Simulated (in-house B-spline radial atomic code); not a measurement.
# Tl¹⁰⁺: binding energies from hole states

Wanted: ΔSCF binding energies of Tl¹⁰⁺.

The numbers are computed with in-house B-spline radial atomic code version 1 (Dirac-Hartree-Fock, average of configuration, Fermi nucleus, basis-set limit), except any that are marked as measured or tabulated.

## 1. Starting point

| Property | Result |
| --- | --- |
| element | thallium (Z = 81) |
| charge | +10 |
| electrons | 71 |
| configuration | [Xe] 4f14 5d3 |
| Hamiltonian | Dirac-Coulomb |
| nucleus | Fermi, rms radius 5.476 fm |

Outer shells as boxes (Hund's rule):

[Xe] 4f14 5d3
```
[Xe] core
4f [↑↓][↑↓][↑↓][↑↓][↑↓][↑↓][↑↓]
5d [↑ ][↑ ][↑ ][  ][  ]
```

The boxes draw the filling by Hund's rule, which heavy ions in jj coupling don't follow; these runs average over all states of the configuration.

Input settings:

```ini
Z = 81
electrons = 71.0
configuration = [Xe] 4f14 5d3
hamiltonian = dirac
method = hf
spin_polarised = False
nucleus = fermi
rms_radius = 5.4759
mass_number = 205
atomic_mass = 204.974427318
speed_of_light = 137.035999084
```

This reference run was done before. Its total energy is -20246.965876 hartree, and its levels are (the highest eight at most):

```
orbital  occupation  energy (eV)  <r> (bohr)
  4d5/2           6      -579.88      0.4427
  5s1/2           2      -314.69      0.8591
  4f5/2           6      -311.72      0.4573
  4f7/2           8      -306.92      0.4633
  5p1/2           2      -266.72      0.9050
  5p3/2           4      -243.16      0.9735
  5d3/2         1.2      -177.52       1.112
  5d5/2         1.8      -174.19       1.136
```

## 2. The 1s hole

Input settings:

```ini
Z = 81
electrons = 70.0
configuration = 1s1 2s2 2p6 3s2 3p6 3d10 4s2 4p6 4d10 4f14 5s2 5p6 5d3
hamiltonian = dirac
method = hf
spin_polarised = False
nucleus = fermi
rms_radius = 5.4759
mass_number = 205
atomic_mass = 204.974427318
speed_of_light = 137.035999084
```

## 3. The 2s hole

Changes to the settings of step 2:

```diff
@@ -2,3 +2,3 @@
 electrons = 70.0
-configuration = 1s1 2s2 2p6 3s2 3p6 3d10 4s2 4p6 4d10 4f14 5s2 5p6 5d3
+configuration = 1s2 2s1 2p6 3s2 3p6 3d10 4s2 4p6 4d10 4f14 5s2 5p6 5d3
 hamiltonian = dirac
```

## 4. The 2p1/2 hole

In configurations, a minus sign after the shell means j = l − 1/2 and a plus sign j = l + 1/2; the count of electrons follows.

Changes to the settings of step 3:

```diff
@@ -2,3 +2,3 @@
 electrons = 70.0
-configuration = 1s2 2s1 2p6 3s2 3p6 3d10 4s2 4p6 4d10 4f14 5s2 5p6 5d3
+configuration = 1s2 2s2 2p-1 2p+4 3s2 3p6 3d10 4s2 4p6 4d10 4f14 5s2 5p6 5d3
 hamiltonian = dirac
```

## 5. The 2p3/2 hole

Changes to the settings of step 4:

```diff
@@ -2,3 +2,3 @@
 electrons = 70.0
-configuration = 1s2 2s2 2p-1 2p+4 3s2 3p6 3d10 4s2 4p6 4d10 4f14 5s2 5p6 5d3
+configuration = 1s2 2s2 2p-2 2p+3 3s2 3p6 3d10 4s2 4p6 4d10 4f14 5s2 5p6 5d3
 hamiltonian = dirac
```

## 6. The 3s hole

Changes to the settings of step 5:

```diff
@@ -2,3 +2,3 @@
 electrons = 70.0
-configuration = 1s2 2s2 2p-2 2p+3 3s2 3p6 3d10 4s2 4p6 4d10 4f14 5s2 5p6 5d3
+configuration = 1s2 2s2 2p6 3s1 3p6 3d10 4s2 4p6 4d10 4f14 5s2 5p6 5d3
 hamiltonian = dirac
```

## 7. The 3p1/2 hole

Changes to the settings of step 6:

```diff
@@ -2,3 +2,3 @@
 electrons = 70.0
-configuration = 1s2 2s2 2p6 3s1 3p6 3d10 4s2 4p6 4d10 4f14 5s2 5p6 5d3
+configuration = 1s2 2s2 2p6 3s2 3p-1 3p+4 3d10 4s2 4p6 4d10 4f14 5s2 5p6 5d3
 hamiltonian = dirac
```

## 8. The 3p3/2 hole

Changes to the settings of step 7:

```diff
@@ -2,3 +2,3 @@
 electrons = 70.0
-configuration = 1s2 2s2 2p6 3s2 3p-1 3p+4 3d10 4s2 4p6 4d10 4f14 5s2 5p6 5d3
+configuration = 1s2 2s2 2p6 3s2 3p-2 3p+3 3d10 4s2 4p6 4d10 4f14 5s2 5p6 5d3
 hamiltonian = dirac
```

Before running: What does each hole state cost in eV, and how does that compare with the orbital energies or single holes?

The runs gave:

| hole | ΔSCF (eV) | with Breit, QED, recoil (eV) | −ε of the parent (eV) | −ε less ΔSCF (eV) |
| --- | --- | --- | --- | --- |
| 1s | 86187.5 | 85713.5 | 86276.3 | 88.81 |
| 2s | 15602.6 | 15541.4 | 15653.8 | 51.20 |
| 2p1/2 | 14947.6 | 14887.3 | 15003.7 | 56.14 |
| 2p3/2 | 12882.6 | 12845.2 | 12934.7 | 52.11 |
| 3s | 3911.30 | 3898.68 | 3938.05 | 26.75 |
| 3p1/2 | 3618.78 | 3606.96 | 3646.76 | 27.97 |
| 3p3/2 | 3154.81 | 3147.91 | 3180.60 | 25.79 |

**Reading.** Relaxation of the remaining electrons brings each binding energy under −ε, by 88.8 eV for 1s and 25.79 eV for 3p3/2. The difference of the 1s and 2p3/2 holes gives a Kα1 line at 72868.3 eV for this charge state (with Breit, QED and recoil). The spin-orbit splitting of the 2p hole is 2042.12 eV with those corrections. Values are for the free ion, measured from the vacuum level.
